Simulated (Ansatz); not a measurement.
**TlB in Ansatz: convergence with k mesh**

Input of the first run (k mesh 3 × 3 × 3); the others differ in this setting and in those tied to it:

File input.yaml:

```yaml
crystal:
  lattice:
    - [-2.13748781, 2.13748781, 2.34286533]
    - [2.13748781, -2.13748781, 2.34286533]
    - [2.13748781, 2.13748781, -2.34286533]
  atoms:
    - { symbol: Tl, position: [0.5, 0.5, 0.0] }
    - { symbol: B, position: [0.0, 0.0, 0.0] }
hamiltonian:
  xc: r2scan
  pseudopotentials: { kind: paw_fr }
magnetization:
  noncollinear: true
  spin_orbit: true
kpoints:
  mp_grid: { grid: [3, 3, 3] }
scf:
  occupations: { method: methfessel_paxton, width: 0.05 }
output:
  forces: true
  stress: true
  eigenvalues: true
```

Potentials or basis: Ansatz PAW.

Command:

```console
$ ansatz run input.yaml --threads 2 --pin off --max-ram 5632MiB --backend cpu --events-out ev --progress --plain --runs-dir out
```

The cell was built by a generator and needn't be a form met in nature.

Hardware: 2 threads of Arm Neoverse V2 (shared host).

```tsv
k mesh	energy less the tightest run, at zero smearing (meV/atom)	pressure (GPa)	SCF cycles	CPU time (s)	peak memory (GiB)
3 × 3 × 3	-104.45	-9.11	7	4.5	0.47
4 × 4 × 4	-76.54	-7.13	7	6.2	0.49
5 × 5 × 5	-11.28	-6.27	7	7.8	0.51
6 × 6 × 6	16.41	-6.77	7	10	0.54
8 × 8 × 8	-0.81	-6.41	7	17	0.57
10 × 10 × 10	2.03	-6.23	7	27	0.63
12 × 12 × 12	2.92	-6.48	7	42	0.72
14 × 14 × 14	0.00	-6.31	7	63	0.85
```

Not settled before the last step: the energy (to 1 meV/atom), the pressure (to 0.1 GPa). Meshes of other sizes hit other points, so gaps and Fermi surfaces needn't settle smoothly. The tightest run that finished is the yardstick and may itself not be fully converged.

Caveat, for the tightest run too: the PAW data sets come from PBE, with cores solved anew for the run's functional, which leaves a small shift of forces and pressure.
